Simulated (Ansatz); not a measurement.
# CH9AlSSi2: a ladder of functionals and wavefunction methods

The task here is to estimate one member of a computed series from the others.

Program: Ansatz 0.2.0, Gaussian basis. Level of theory: functionals in def2-TZVPP, the program's frozen cores in correlated methods. These are calculated values, not measurements.

Levels to be run: PBE-D4, r2SCAN-D4, PBE0-D4, B3LYP-D4, ωB97X-V, ωB97M-V, B2PLYP; CCSD(T)/def2-TZVPP; MP2/def2-QZVPP; extrapolation to the limit.

### The geometry

All runs share one geometry, relaxed beforehand with PBE0-D4 in a triple-zeta def2 set.

14 atoms, charge 0, spin multiplicity 1.

Atoms are counted from 1 here; the program's logs count them from 0.

Bond lengths: Al1–Si2 2.461 Å, Al1–H6 1.590 Å, Al1–H7 1.600 Å, Si2–C3 1.930 Å, Si2–H8 1.494 Å, Si2–H9 1.493 Å, C3–S4 1.835 Å, C3–H10 1.092 Å, C3–H11 1.090 Å, S4–Si5 2.158 Å, Si5–H12 1.481 Å, Si5–H13 1.481 Å, Si5–H14 1.484 Å. Angles: Si2–Al1–H6 124.2°, Si2–Al1–H7 114.7°, H6–Al1–H7 119.6°, Al1–Si2–C3 87.7°, Al1–Si2–H8 117.2°, Al1–Si2–H9 126.8°, C3–Si2–H8 106.3°, C3–Si2–H9 108.5°, H8–Si2–H9 106.5°, Si2–C3–S4 101.4°, Si2–C3–H10 109.4°, Si2–C3–H11 118.4°, S4–C3–H10 108.9°, S4–C3–H11 109.1°, H10–C3–H11 109.2°, C3–S4–Si5 102.7°, S4–Si5–H12 105.7°, S4–Si5–H13 108.3° and more.

As a file:

```tsv
atom	x (Å)	y (Å)	z (Å)
Al1	-1.0835	0.4480	1.5961
Si2	-1.5392	1.4340	-0.6128
C3	-0.1779	0.2677	-1.3288
S4	-0.2717	-1.1522	-0.1698
Si5	1.7981	-1.4805	0.3444
H6	-2.1731	-0.2926	2.4860
H7	0.3056	0.8925	2.2533
H8	-2.8169	1.0465	-1.2827
H9	-1.2409	2.8310	-1.0465
H10	0.7995	0.7435	-1.2258
H11	-0.2924	-0.0978	-2.3491
H12	1.7790	-2.3174	1.5656
H13	2.4346	-0.1635	0.5742
H14	2.4659	-2.1888	-0.7754
```

The first run:

Contents of in.yaml:

```yaml
crystal:
  periodic: [false, false, false]
  atoms:
    - {symbol: Al, position_ang: [-1.083485, 0.448028, 1.596058]}
    - {symbol: Si, position_ang: [-1.539216, 1.434020, -0.612785]}
    - {symbol: C, position_ang: [-0.177877, 0.267657, -1.328804]}
    - {symbol: S, position_ang: [-0.271722, -1.152165, -0.169753]}
    - {symbol: Si, position_ang: [1.798069, -1.480460, 0.344402]}
    - {symbol: H, position_ang: [-2.173072, -0.292551, 2.486022]}
    - {symbol: H, position_ang: [0.305554, 0.892533, 2.253342]}
    - {symbol: H, position_ang: [-2.816860, 1.046533, -1.282702]}
    - {symbol: H, position_ang: [-1.240895, 2.830961, -1.046506]}
    - {symbol: H, position_ang: [0.799453, 0.743527, -1.225791]}
    - {symbol: H, position_ang: [-0.292396, -0.097756, -2.349063]}
    - {symbol: H, position_ang: [1.778982, -2.317398, 1.565565]}
    - {symbol: H, position_ang: [2.434596, -0.163459, 0.574206]}
    - {symbol: H, position_ang: [2.465868, -2.188771, -0.775391]}
basis:
  gaussian: {orbitals: def2-TZVPP}
hamiltonian: {xc: pbe, dispersion: d4}
output: {forces: true, orbitals: {seedname: orbitals}}
```

On the command line:

```sh
$ ansatz run in.yaml --threads 4 --pin off --events-out ev --progress --plain --max-ram 10444MiB
```

Steps of the session up to this table: PBE-D4 (GGA); r2SCAN-D4 (meta-GGA); PBE0-D4 (hybrid); B3LYP-D4 (hybrid); ωB97X-V (range-separated); ωB97M-V (range-separated); B2PLYP (double hybrid); CCSD(T) in def2-TZVPP; MP2 in def2-QZVPP.

One table of the session follows, with a row left open; its other results are not shown here.

| method | atomisation energy (kJ/mol) |
| --- | --- |
| PBE-D4 | 4246.6 |
| r2SCAN-D4 | 4268.6 |
| PBE0-D4 | 4232.0 |
| B3LYP-D4 | 4244.0 |
| ωB97X-V | 4296.8 |
| ωB97M-V | 4269.6 |
| B2PLYP | 4176.7 |
| HF/def2-TZVPP | 3187.6 |
| MP2/def2-TZVPP | ? |
| CCSD/def2-TZVPP | 4099.6 |
| CCSD(T)/def2-TZVPP | 4151.3 |
| MP2/CBS | 4257.1 |
| CCSD(T)/CBS | 4265.3 |

Estimate the missing values for MP2/def2-TZVPP.

The run gave: atomisation energy (kJ/mol): 4143.1. In the column «atomisation energy (kJ/mol)» it lies between CCSD/def2-TZVPP (4099.6) and CCSD(T)/def2-TZVPP (4151.3).
